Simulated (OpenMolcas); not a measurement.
**Ir⁴⁺ among point charges: CASSCF and CASPT2 levels and susceptibility**

Aim: the splitting of the states of Ir⁴⁺ in the field of 6 point charges, its lowest levels with spin-orbit coupling and its magnetic susceptibility.

Method: state-averaged CASSCF and CASPT2, spin-orbit coupling by RASSI with atomic mean-field integrals. Code: OpenMolcas 26.06.

### 1 The atom as given

- Species: Ir⁴⁺ (iridium, Z = 77, 73 electrons)
- Basis: ANO-RCC-VTZP [8s7p5d3f1g], 84 functions
- Scalar Hamiltonian: DKH2, point nucleus
- Inactive shells: 1s 2s 2p 3s 3p 3d 4s 4p 4d 4f 5s 5p
- Active space: 5 electrons in 5 orbitals (5d)
- Some configurations of this space: 5d⁵
- Orbitals: optimised for each spin and parity, averaged over all roots

The outer shells:

5d5
```
5d [↑ ][↑ ][↑ ][↑ ][↑ ]
```

The ion sits among 6 point charges of -1 e arranged as an octahedron (Oh), 2.31 Å from the ion.

The work runs as a chain of OpenMolcas steps in one folder; each step below is one input file. Labels, J, g values, rates, χT and fits are worked out afterwards by a script from the matrices that RASSI stores. The input lists half of the charges; inversion (Group=XYZ) makes the rest.

### 2 One- and two-electron integrals

The input, a.inp:

```
&GATEWAY
Coord
1

Ir 0.0 0.0 0.0
Basis=ANO-RCC-VTZP
Group=XYZ
NoMove
AngMom=0.0 0.0 0.0
AMFI
XField
3 Angstrom 0
2.310000 0.000000 0.000000 -1.000000
0.000000 2.310000 0.000000 -1.000000
0.000000 0.000000 2.310000 -1.000000
&SEWARD
```

The run is started by

```
> OMP_NUM_THREADS=1 MOLCAS_MEM=1689 MOLCAS_PROJECT=a pymolcas a.inp > a.log
```

### 3 Reference wave functions, sextets of even parity, 1 root

The input, a.inp:

```
&RASSCF
FileOrb=start.orb
Symmetry=1
Spin=6
nActEl=5 0 0
Inactive=15 19
Ras2=5 0
CIRoot=1 1 1
SDav=1
CIMx=300
Iter=120 100
PrWF=0.3
OrbListing=Nothing
MaxOrb=0
>>> COPY $Project.JobIph JOB001
```

start.orb holds the contracted functions of the basis, ordered by shell, or the orbitals of the step before.

### 4 CASSCF: quartets of even parity, 24 roots

The input, a.inp:

```
&RASSCF
FileOrb=start.orb
Symmetry=1
Spin=4
nActEl=5 0 0
Inactive=15 19
Ras2=5 0
CIRoot=24 24 1
SDav=24
CIMx=300
Iter=120 100
PrWF=0.3
OrbListing=Nothing
MaxOrb=0
>>> COPY $Project.JobIph JOB002
```

### 5 CASSCF: doublets of even parity, 75 roots

The input, a.inp:

```
&RASSCF
FileOrb=start.orb
Symmetry=1
Spin=2
nActEl=5 0 0
Inactive=15 19
Ras2=5 0
CIRoot=75 75 1
SDav=75
CIMx=300
Iter=120 100
PrWF=0.3
OrbListing=Nothing
MaxOrb=0
>>> COPY $Project.JobIph JOB003
```

### 6 RASSI: spin-orbit coupling between the states

The input, a.inp:

```
&RASSI
NrOfJobIphs=3 1 24 75
1
1 2 3 4 5 6 7 8 9 10 11 12 13 14 15 16 17 18 19 20 21 22 23 24
1 2 3 4 5 6 7 8 9 10 11 12 13 14 15 16 17 18 19 20 21 22 23 24 25 26 27
28 29 30 31 32 33 34 35 36 37 38 39 40 41 42 43 44 45 46 47 48 49 50 51
52 53 54 55 56 57 58 59 60 61 62 63 64 65 66 67 68 69 70 71 72 73 74 75
IphNames
JOB001
JOB002
JOB003
EJob
SpinOrbit
DIPRint=1.0
SOCoupling=1000.0
Subsets=2
Property=9
'ANGMOM' 1 'ANGMOM' 2 'ANGMOM' 3 'MLTPL  1' 1 'MLTPL  1' 2 'MLTPL  1' 3
'AMFI' 1 'AMFI' 2 'AMFI' 3
SOProperty=3
'ANGMOM' 1 'ANGMOM' 2 'ANGMOM' 3
```

### 7 CASPT2: IPEA 0.25, imaginary shift 0.1 (closed shells correlated: 5s 5p)

The input, a.inp:

```
>>> COPY JOB001 $Project.JobIph
&CASPT2
Multistate=1 1
Frozen=14 16
IPEA=0.25
Imaginary=0.1
MaxIter=60
WThr=0.0 0.3 0.05
PrWF=0.5
NoMix
>>> COPY JOB002 $Project.JobIph
&CASPT2
Multistate=24 1 2 3 4 5 6 7 8 9 10 11 12 13 14 15 16 17 18 19 20 21 22
23 24
NoMult
Frozen=14 16
IPEA=0.25
Imaginary=0.1
MaxIter=60
WThr=0.0 0.3 0.05
PrWF=0.5
NoMix
>>> COPY JOB003 $Project.JobIph
&CASPT2
Multistate=75 1 2 3 4 5 6 7 8 9 10 11 12 13 14 15 16 17 18 19 20 21 22
23 24 25 26 27 28 29 30 31 32 33 34 35 36 37 38 39 40 41 42 43 44 45 46
47 48 49 50 51 52 53 54 55 56 57 58 59 60 61 62 63 64 65 66 67 68 69 70
71 72 73 74 75
NoMult
Frozen=14 16
IPEA=0.25
Imaginary=0.1
MaxIter=60
WThr=0.0 0.3 0.05
PrWF=0.5
NoMix
```

(Steps that only read results are left out.)

What does the calculation give? Wanted: spin-free ground state; lowest level; next level.

The runs gave:

| quantity | value |
| --- | --- |
| method | SS-CASPT2, IPEA 0.25, imaginary shift 0.1 (closed shells correlated: 5s 5p) |
| spin-free ground state | 6A1, 1-fold in its orbital part |
| lowest level | 2-fold Γ7, g = 3.22, 3.22, 3.22 |
| next level | 40.5 cm⁻¹ |
| χT at 300 K | 4.08 cm³ K/mol |
| effective moment at 300 K | 5.71 μB |

Cost by method:

```csv
method,time of its own steps,time with the reference
A. CASSCF,26 s,26 s
"B. SS-CASPT2, IPEA 0.25, imaginary shift 0.1, +5s 5p",18 s,44 s
```

Times are of one thread on a shared host.

The spin-free ground state (6A1) comes to 100 % from free-ion S terms and keeps the highest spin of the shell. χT at 300 K is 4.08, against 4.39 cm³ K/mol for the spin alone, as a half-filled shell (L = 0) has no orbital moment. An active space of the d shell alone favours high spin; real ions in strong fields can be low spin. A ligand-field fit to the states below 45000 cm-1 gives 10Dq = 2269 cm-1, B = 721 cm-1 and C = 3505 cm-1 (C/B = 4.86), with a deviation of 450 cm-1. CASPT2 does not keep the components of a term degenerate, and the means are used. The field of point charges can differ much from that of real complexes. With metal d orbitals alone active, the gaps between spin states are rough; where two lie within a few thousand cm-1, their order is open. This is an electrostatic model: the charges have no orbitals.
